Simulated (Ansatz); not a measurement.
# H6N3Nd (Nd(NH2)3): the cost of one run

The runs use Ansatz 0.2.0, Gaussian basis; the settings change from run to run.

**1. The geometry**

An earlier PBE-D4/def2-SVP relaxation fixed the geometry. Nd takes a core potential in def2 sets; no spin-orbit term is included.

10 atoms, charge 0, spin multiplicity 4.

Atoms are counted from 1 here; the program's logs count them from 0.

Bond lengths: Nd1–N2 2.235 Å, Nd1–N5 2.235 Å, Nd1–N8 2.235 Å, N2–H3 1.031 Å, N2–H4 1.032 Å, N5–H6 1.032 Å, N5–H7 1.031 Å, N8–H9 1.032 Å, N8–H10 1.031 Å. Angles: N2–Nd1–N5 118.1°, N2–Nd1–N8 118.1°, N5–Nd1–N8 118.2°, Nd1–N2–H3 129.8°, Nd1–N2–H4 124.9°, H3–N2–H4 104.7°, Nd1–N5–H6 125.4°, Nd1–N5–H7 129.3°, H6–N5–H7 104.7°, Nd1–N8–H9 125.0°, Nd1–N8–H10 129.7°, H9–N8–H10 104.7°.

As a file:

```xyz
10
charge 0, multiplicity 4
Nd   -0.0028   -0.0038   -0.3719
N     2.1723    0.4143   -0.0752
H     2.9725   -0.2359   -0.0572
H     2.5650    1.3221    0.2192
N    -1.4467    1.6748   -0.0690
H    -2.4274    1.5731    0.2357
H    -1.2743    2.6916   -0.0627
N    -0.7281   -2.0930   -0.0493
H    -0.1387   -2.8839    0.2547
H    -1.6917   -2.4593   -0.0243
```

**2. B97M-V/def2-SVP**

in.yaml

```yaml
crystal:
  periodic: [false, false, false]
  atoms:
    - {symbol: Nd, position_ang: [-0.002818, -0.003838, -0.371872]}
    - {symbol: N, position_ang: [2.172333, 0.414263, -0.075223]}
    - {symbol: H, position_ang: [2.972454, -0.235890, -0.057175]}
    - {symbol: H, position_ang: [2.564981, 1.322138, 0.219205]}
    - {symbol: N, position_ang: [-1.446730, 1.674827, -0.069014]}
    - {symbol: H, position_ang: [-2.427379, 1.573114, 0.235692]}
    - {symbol: H, position_ang: [-1.274300, 2.691599, -0.062723]}
    - {symbol: N, position_ang: [-0.728105, -2.093029, -0.049265]}
    - {symbol: H, position_ang: [-0.138735, -2.883921, 0.254658]}
    - {symbol: H, position_ang: [-1.691681, -2.459263, -0.024274]}
basis:
  gaussian: {orbitals: def2-SVP}
magnetization: {spin_polarized: true, initial_magnetization: 3}
hamiltonian: {xc: {name: B97M-V}}
```

Started as:

```console
$ ansatz run in.yaml --threads 4 --pin off --events-out ev --progress --plain --max-ram 8704MiB
```

**Question.** How long does this run take on 4 threads of Arm Neoverse V2, shared host, and how much memory does it need?

About 1.8 min, with a peak of 0.76 GiB.
